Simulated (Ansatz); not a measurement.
Fe4Si:

```xyz
5
Lattice="0.0000 2.0276 9.4663 1.5219 0.0000 9.4663 1.5219 2.0276 0.0000" Properties=species:S:1:pos:R:3 pbc="T T T"
Fe    1.5219    2.0276   11.2473
Fe    1.5219    2.0276    3.7481
Fe    1.5219    2.0276   15.1846
Fe    1.5219    2.0276    7.6854
Si    0.0000    0.0000    0.0000
```

The cell comes from a database or a generator and needn't be the stable form of this composition.

Alike in all runs: program Ansatz 0.2.0; functional PBEsol; potentials or basis Ansatz PAW; cutoff 420 eV (not typed: the program's choice for these potentials); k mesh 9 × 9 × 9; occupations fermi-dirac, width 0.05 eV.

Task: Only the start or the spin constraint differs. Which run ends lowest in energy?
A. collinear spin, ferromagnetic start of up to 1.5 μB; fixed moment 6
B. collinear spin, ferromagnetic start of up to 2.25 μB; fixed moment 9
C. collinear spin, program default start; fixed moment 0
D. collinear spin, ferromagnetic start of up to 3 μB; fixed moment 12
E. collinear spin, ferromagnetic start of up to 3.75 μB; fixed moment 15
F. collinear spin, ferromagnetic start of up to 0.75 μB; fixed moment 3

Result: B.

```tsv
start	free energy over the lowest (meV/atom)	net moment (μB)	site or absolute moments (μB)	gap
collinear spin, program default start; fixed moment 0	363.8	0.00	-	-
collinear spin, ferromagnetic start of up to 3 μB; fixed moment 12	286.5	12.00	Fe +2.70, +3.06; Si +0.08	-
collinear spin, ferromagnetic start of up to 4.5 μB; fixed moment 18	2853.5	18.00	Fe +3.73, +3.78; Si +0.63	-
collinear spin, ferromagnetic start of up to 2.25 μB; fixed moment 9	0.0	9.00	Fe +1.99, +2.58; Si -0.06	-
collinear spin, ferromagnetic start of up to 0.75 μB; fixed moment 3	265.4	3.00	Fe +0.86, +0.72; Si -0.05	-
collinear spin, ferromagnetic start of up to 3.75 μB; fixed moment 15	1207.3	15.00	Fe +3.25, +3.43; Si +0.36	-
collinear spin, ferromagnetic start of up to 6 μB; fixed moment 24	7895.0	24.00	Fe +4.50, +4.64; Si +1.13	-
collinear spin, ferromagnetic start of up to 1.5 μB; fixed moment 6	89.3	6.00	Fe +1.09, +2.04; Si -0.06	-
```

All polarised runs hold their moment fixed, so the table maps the energy against it. A still lower state may exist.

Caveats: the total moment is fixed, so each spin has its own Fermi level; forces of over 1 eV/Å show positions far from the minimum, so gaps and moduli don't describe the material at rest (some runs); the magnetic or orbital state may not be the lowest (some runs).
